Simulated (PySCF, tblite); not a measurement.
# C5H9BrF2Si: geometry, infrared bands and NMR shifts

What infrared bands and NMR shifts should C5H9BrF2Si (`FC[C@]1([SiH2]Br)C[C@H](F)C1`) show?

The runs use tblite 0.8.0 and PySCF 2.14.0, with density-fitted response routines of our own; the level of theory stands in each step. All values are computed, except where a source is named. Atoms are numbered from 0 throughout.

## Step 1: The starting structure

18 atoms, charge 0, multiplicity 1; geometry from: force field or distance geometry start.

Bonds of the start (Å): F0–C1 1.39, C1–C2 1.50, C2–Si3 1.87, Si3–Br4 2.24, C2–C5 1.51, C5–C6 1.51, C6–F7 1.39, C6–C8 1.49, C8–C2 1.51, C1–H9 1.10, C1–H10 1.13, Si3–H11 1.48, Si3–H12 1.45, C5–H13 1.12, C5–H14 1.11, C6–H15 1.10, C8–H16 1.10, C8–H17 1.11.

## Step 2: Optimising the geometry with GFN2-xTB

What the job is given:

```
{"job": {"kind": "relax", "xc": "GFN2-xTB", "basis": "xTB"}, "charge": 0, "multiplicity": 1}
F     -2.039600    -1.646800    -0.501800
C     -1.090400    -1.365500     0.470900
C     -0.331200    -0.138100     0.046400
Si    -1.379400     1.396000    -0.178200
Br    -0.039200     3.157400     0.195100
C      0.626600    -0.420200    -1.083400
C      1.810300    -0.055200    -0.225100
F      2.724800    -1.059600     0.050100
C      0.866800     0.215100     0.896300
H     -1.537400    -1.258200     1.475100
H     -0.386000    -2.249200     0.401100
H     -2.461600     1.392800     0.829300
H     -1.920100     1.449100    -1.521900
H      0.589500    -1.505100    -1.374100
H      0.408000     0.282700    -1.911900
H      2.307100     0.871700    -0.557600
H      0.965700    -0.356700     1.828600
H      0.877400     1.296100     1.149700
```

Launch:

```bash
$ OMP_NUM_THREADS=1 python probes_run.py task.json out
```

This one command runs all jobs of the session in turn.

**Question.** This job is followed by: GFN2-xTB harmonic vibrations, gas phase; GIAO PBE0/pcSseg-1 NMR shielding, non-relativistic, gas phase. Predict these results of the whole session: strongest single infrared mode (GFN2-xTB); zero-point energy (GFN2-xTB); ¹³C shifts against TMS (PBE0/pcSseg-1, means over atoms taken as alike); ¹H shifts against TMS (PBE0/pcSseg-1, means over atoms taken as alike); ¹⁹F shifts against CFCl3 (PBE0/pcSseg-1); ²⁹Si shifts against TMS (PBE0/pcSseg-1); ⁷⁹Br shifts against HBr (PBE0/pcSseg-1); surface potential, 1st and 99th percentile.

**Answer**, as computed:

| quantity | value |
| --- | --- |
| strongest single infrared mode (GFN2-xTB) | 728 cm⁻¹, 442 km/mol |
| zero-point energy (GFN2-xTB) | 81.1 kcal/mol |
| ¹³C shifts against TMS (PBE0/pcSseg-1, means over atoms taken as alike) | 95.8, 85.3, 37.9, 26.8 ppm |
| ¹H shifts against TMS (PBE0/pcSseg-1, means over atoms taken as alike) | 5.24, 5.22, 4.93, 2.86, 2.16 ppm |
| ¹⁹F shifts against CFCl3 (PBE0/pcSseg-1) | -184.0, -235.1 ppm |
| ²⁹Si shifts against TMS (PBE0/pcSseg-1) | -4.2 ppm |
| ⁷⁹Br shifts against HBr (PBE0/pcSseg-1) | -221 ppm |
| surface potential, 1st and 99th percentile | -0.96 V and 1.13 V |

In words: Relaxing lowered the energy by 0.752 eV in 98 steps; the close pair that moved most is C6–C8, from 1.490 to 1.532 Å. No mode is imaginary among the 48: a minimum at this level. The strongest single mode, at 728 cm⁻¹, moves mainly H12 and H11. GFN2-xTB is a fitted tight-binding method: band positions and strengths are rough. Its intensities can rank the bands wrongly. The most deshielded carbon is C1 (sp3 CH2 bonded to F), at 95.8 ppm: deshielded by the electronegative neighbour. At PBE0/pcSseg-1: The largest span, 198 ppm, is at Br4, where the paramagnetic term is -283 ppm. Spin-orbit coupling is left out, which matters for shieldings and couplings at and beside the heavy atoms.
